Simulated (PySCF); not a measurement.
# C8H8: the cost of one run

Programs: PySCF 2.14.0, with routines of our own; each step states its level. All values are computed. Atoms count from 0.

## Step 1: The system as given

16 atoms, charge 0, multiplicity 1; geometry from: GFN2-xTB.

## Step 2: Geometry optimisation at PBE0/def2-SV(P)

What the job is given:

```
{"job": {"xc": "PBE0", "basis": "def2-SV(P)", "grid": 1, "kind": "geom"}, "charge": 0, "multiplicity": 1}
C      2.988673    -0.566591    -0.178513
C      2.003896    -0.021008     0.530872
C      0.611872    -0.007344     0.158198
C     -0.402279     0.543722     0.872797
C     -1.648892     0.342726     0.152229
C     -2.870584     0.737276     0.523170
C     -1.287978    -0.382801    -1.066984
C      0.036808    -0.587073    -1.062410
H      4.010104    -0.540515     0.160347
H      2.814132    -1.057824    -1.120153
H      2.227591     0.463126     1.474049
H     -0.330895     1.050493     1.817036
H     -3.034833     1.269650     1.445540
H     -3.737819     0.538574    -0.084346
H     -1.998277    -0.682728    -1.815034
H      0.610882    -1.090738    -1.818209
```

Command:

```sh
> OMP_NUM_THREADS=1 python excited_run.py task.json out
```

One launch serves the whole session: the jobs run in the order shown.

Q: Estimate the wall time and peak memory of this first job on 1 thread of Arm Neoverse V2, shared host.

About 21 s, with a peak of 0.59 GiB.
